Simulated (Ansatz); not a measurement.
# CuSi16: the cost of one run

Method: DFT PBE+D3(BJ), plane waves, PAW, scalar-relativistic, no spin polarisation, in Ansatz 0.2.0.

### 1 The structure to begin with

The cell holds 17 atoms (CuSi16): a = 7.679 Å, b = 7.679 Å, c = 7.679 Å, α = 60.00°, β = 60.00°, γ = 60.00°.

Its coordinates follow in the input file.

### 2 Relaxing end A

Input file input.yaml:

```yaml
crystal:
  lattice:
    - [0.0, 5.43, 5.43]
    - [5.43, 0.0, 5.43]
    - [5.43, 5.43, 0.0]
  atoms:
    - { symbol: Si, position: [0.0, 0.0, 0.0] }
    - { symbol: Si, position: [0.125, 0.125, 0.125] }
    - { symbol: Si, position: [0.0, 0.0, 0.5] }
    - { symbol: Si, position: [0.125, 0.125, 0.625] }
    - { symbol: Si, position: [0.0, 0.5, 0.0] }
    - { symbol: Si, position: [0.125, 0.625, 0.125] }
    - { symbol: Si, position: [0.0, 0.5, 0.5] }
    - { symbol: Si, position: [0.125, 0.625, 0.625] }
    - { symbol: Si, position: [0.5, 0.0, 0.0] }
    - { symbol: Si, position: [0.625, 0.125, 0.125] }
    - { symbol: Si, position: [0.5, 0.0, 0.5] }
    - { symbol: Si, position: [0.625, 0.125, 0.625] }
    - { symbol: Si, position: [0.5, 0.5, 0.0] }
    - { symbol: Si, position: [0.625, 0.625, 0.125] }
    - { symbol: Si, position: [0.5, 0.5, 0.5] }
    - { symbol: Si, position: [0.625, 0.625, 0.625] }
    - { symbol: Cu, position: [0.8068465, 0.3136075, 0.0608049] }
total_charge: 1
basis:
  ecutwfc: 420.0
kpoints:
  mp_grid: { grid: [2, 2, 2] }
hamiltonian:
  xc: pbe
  dispersion: d3bj
scf:
  occupations: { method: gaussian, width: 0.05 }
  lower_state_search: "off"
relax:
  f_tol: 0.03
  max_steps: 60
  adjacent_minimum: "off"
```

Launch:

```
ansatz run input.yaml --threads 1 --pin off --max-ram 3072MiB --backend cpu --events-out ev --progress --plain --runs-dir out
```

What time and memory should one allow on 1 thread of Arm Neoverse V1, shared host?

About 2.2 min, with a peak of 0.59 GiB.
